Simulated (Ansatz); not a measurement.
**C2H7ClF2MoO3: basis-set convergence**

An exercise on one series of results from a longer session: the logs are not shown, and one member is left open.

Program: Ansatz 0.2.0, Gaussian basis. Level of theory: one geometry, several basis sets. These are calculated values, not measurements.

Plan: PBE0-D4/def2-SVP; ωB97M-V/def2-SVP; PBE0-D4/def2-QZVPP; ωB97M-V/def2-QZVPP; the functionals' def2-TZVPP values are taken from earlier runs.

1 further run of the same task is left out (for a known fault of the program). Runs told in other sessions of the task aren't counted.

## The relaxed structure

All runs share one geometry, relaxed beforehand with PBE0-D4 in a triple-zeta def2 set. Mo takes the def2 core potential; no spin-orbit term is included.

SMILES `C[O][Mo]([OH])([F])([F])([Cl])[O]C`, 16 atoms, charge 0, spin multiplicity 1.

Atoms are counted from 1 here; the program's logs count them from 0.

Bond lengths: C1–O2 1.397 Å, C1–H10 1.094 Å, C1–H11 1.091 Å, C1–H12 1.095 Å, O2–Mo3 1.818 Å, Mo3–O4 1.892 Å, Mo3–F5 1.869 Å, Mo3–F6 1.874 Å, Mo3–Cl7 2.344 Å, Mo3–O8 1.813 Å, O4–H13 0.964 Å, O8–C9 1.392 Å, C9–H14 1.095 Å, C9–H15 1.093 Å, C9–H16 1.092 Å. Angles: O2–C1–H10 109.3°, O2–C1–H11 108.9°, O2–C1–H12 108.3°, H10–C1–H11 110.9°, H10–C1–H12 109.4°, H11–C1–H12 110.1°, C1–O2–Mo3 134.3°, O2–Mo3–O4 85.2°, O2–Mo3–F5 86.4°, O2–Mo3–F6 164.6°, O2–Mo3–Cl7 101.9°, O2–Mo3–O8 96.1°, O4–Mo3–F5 92.9°, O4–Mo3–F6 81.7°, O4–Mo3–Cl7 171.5°, O4–Mo3–O8 99.4°, F5–Mo3–F6 86.2°, F5–Mo3–Cl7 82.9° and more.

Set-up of the first run:

File in.yaml:

```yaml
crystal:
  periodic: [false, false, false]
  atoms:
    - {symbol: C, position_ang: [1.724951, -0.575075, -1.999982]}
    - {symbol: O, position_ang: [1.043209, -0.526440, -0.781238]}
    - {symbol: Mo, position_ang: [-0.107489, 0.655903, -0.017218]}
    - {symbol: O, position_ang: [-1.158909, 0.390833, -1.567240]}
    - {symbol: F, position_ang: [0.915785, 1.994553, -0.826169]}
    - {symbol: F, position_ang: [-1.385304, 1.991738, 0.289958]}
    - {symbol: Cl, position_ang: [1.074791, 1.311724, 1.898003]}
    - {symbol: O, position_ang: [-0.903842, -0.538284, 1.089739]}
    - {symbol: C, position_ang: [-1.198388, -0.925839, 2.393614]}
    - {symbol: H, position_ang: [2.277755, 0.357988, -2.142410]}
    - {symbol: H, position_ang: [2.402218, -1.430243, -1.991531]}
    - {symbol: H, position_ang: [0.988458, -0.686667, -2.802663]}
    - {symbol: H, position_ang: [-1.876335, 1.024364, -1.679555]}
    - {symbol: H, position_ang: [-0.462855, -0.475484, 3.068702]}
    - {symbol: H, position_ang: [-2.200988, -0.576423, 2.653445]}
    - {symbol: H, position_ang: [-1.155963, -2.015246, 2.458846]}
basis:
  gaussian: {orbitals: def2-SVP}
hamiltonian: {xc: pbe0, dispersion: d4}
output: {orbitals: {seedname: orbitals}}
```

The run is started by

```sh
$ ansatz run in.yaml --threads 4 --pin off --events-out ev --progress --plain --max-ram 41984MiB --backend cpu
```

Steps of the session up to this table: PBE0-D4 in def2-SVP; ωB97M-V in def2-SVP; PBE0-D4 in def2-QZVPP; ωB97M-V in def2-QZVPP.

One table of the session follows, with a row left open; its other results are not shown here.

It belongs to the step «Density functionals: the series». 

```
functional       basis  HOMO (eV)  LUMO (eV)
   PBE0-D4    def2-SVP      -8.48      -3.75
   PBE0-D4  def2-TZVPP          ?          ?
   PBE0-D4  def2-QZVPP      -8.55      -3.72
   ωB97M-V    def2-SVP     -10.73      -1.78
   ωB97M-V  def2-TZVPP     -10.83      -1.77
   ωB97M-V  def2-QZVPP     -10.85      -1.77
```

Q: Estimate the row for PBE0-D4, def2-TZVPP from the others.

The run gave: HOMO (eV): -8.54; LUMO (eV): -3.73. In the column «HOMO (eV)» it lies between PBE0-D4, def2-QZVPP (-8.55) and PBE0-D4, def2-SVP (-8.48).
